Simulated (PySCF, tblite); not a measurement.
**C₇H₁₈BN: geometry, infrared bands and NMR shifts**

Wanted: the infrared bands and NMR shifts of C₇H₁₈BN (`[BH3-][NH2+]C1(CCCC)CC1`), by calculation.

Computed with tblite 0.8.0 and PySCF 2.14.0, with density-fitted response routines of our own, on a single molecule in the gas phase. Atoms count from 0, in the outputs and in this text.

**1. Starting geometry**

27 atoms, charge 0, multiplicity 1; geometry from: force field or distance geometry start.

Bonds of the start (Å): B0–N1 1.54, N1–C2 1.49, C2–C3 1.53, C3–C4 1.53, C4–C5 1.52, C5–C6 1.53, C2–C7 1.53, C7–C8 1.53, C8–C2 1.53, B0–H9 1.21, B0–H10 1.20, B0–H11 1.19, N1–H12 1.03, N1–H13 1.03, C3–H14 1.12, C3–H15 1.12, C4–H16 1.12, C4–H17 1.12, C5–H18 1.11, C5–H19 1.12, C6–H20 1.10, C6–H21 1.11, C6–H22 1.12, C7–H23 1.09, C7–H24 1.11, C8–H25 1.12, C8–H26 1.11.

**2. Optimising the geometry with GFN2-xTB**

Job settings and geometry (Å):

```
{"job": {"kind": "relax", "xc": "GFN2-xTB", "basis": "xTB"}, "charge": 0, "multiplicity": 1}
B     -2.268100    -1.202400    -1.105500
N     -1.497000     0.111000    -1.362400
C     -1.088700     0.761300    -0.085300
C     -0.140600     0.044800     0.875500
C      1.210400    -0.275100     0.236300
C      2.184600    -0.876200     1.241600
C      3.531300    -1.196900     0.588700
C     -0.916400     2.282900    -0.184500
C     -2.136100     1.693100     0.523500
H     -3.139800    -1.025600    -0.290700
H     -2.784700    -1.564400    -2.123700
H     -1.543700    -2.060700    -0.724700
H     -0.642400    -0.108200    -1.902800
H     -2.092000     0.730800    -1.938500
H      0.029500     0.671800     1.789800
H     -0.614900    -0.904900     1.243200
H      1.644600     0.666400    -0.184600
H      1.062500    -1.003500    -0.600600
H      1.760100    -1.806100     1.675100
H      2.364500    -0.154200     2.080900
H      3.390200    -1.933200    -0.220600
H      3.991000    -0.275100     0.180800
H      4.223600    -1.624100     1.363200
H     -0.187700     2.723700     0.503000
H     -1.157600     2.741500    -1.169000
H     -2.116400     1.799600     1.633500
H     -3.085900     1.810100    -0.048000
```

Run with:

```console
$ OMP_NUM_THREADS=1 python probes_run.py task.json out
```

One launch serves the whole session: the jobs run in the order shown.

**Question.** This job is followed by: GFN2-xTB harmonic vibrations, gas phase; GIAO PBE0/pcSseg-1 NMR shielding, non-relativistic, gas phase. What will the session give for the following? strongest single infrared mode (GFN2-xTB); zero-point energy (GFN2-xTB); 13C shifts against TMS (PBE0/pcSseg-1, means over atoms taken as alike); 1H shifts against TMS (PBE0/pcSseg-1, means over atoms taken as alike); 11B shifts against BF3·OEt2 (PBE0/pcSseg-1); 15N shifts against NH3 (PBE0/pcSseg-1).

As calculated:

| quantity | value |
| --- | --- |
| strongest single infrared mode (GFN2-xTB) | 1162 cm⁻¹, 344 km/mol |
| zero-point energy (GFN2-xTB) | 151.9 kcal/mol |
| 13C shifts against TMS (PBE0/pcSseg-1, means over atoms taken as alike) | 40.4, 36.2, 31.8, 28.1, 17.3, 15.7 ppm |
| 1H shifts against TMS (PBE0/pcSseg-1, means over atoms taken as alike) | 2.82, 1.92, 1.76, 1.34, 1.24, 1.11, 0.58, 0.49 ppm |
| 11B shifts against BF3·OEt2 (PBE0/pcSseg-1) | -26.5 ppm |
| 15N shifts against NH3 (PBE0/pcSseg-1) | 69.4 ppm |

The optimisation took 52 steps and gained 0.541 eV; among the close pairs (by a distance rule), B0–N1 changed most, from 1.545 to 1.658 Å. No mode is imaginary among the 75: a minimum at this level. The strongest single mode, at 1162 cm⁻¹, is spread over several atoms, H12, H9, H11, H13 among them. GFN2-xTB is a fitted tight-binding method: band positions and strengths are rough. Its intensities can rank the bands wrongly. At PBE0/pcSseg-1: The largest span, 75 ppm, is at C2, where the paramagnetic term is -100 ppm.
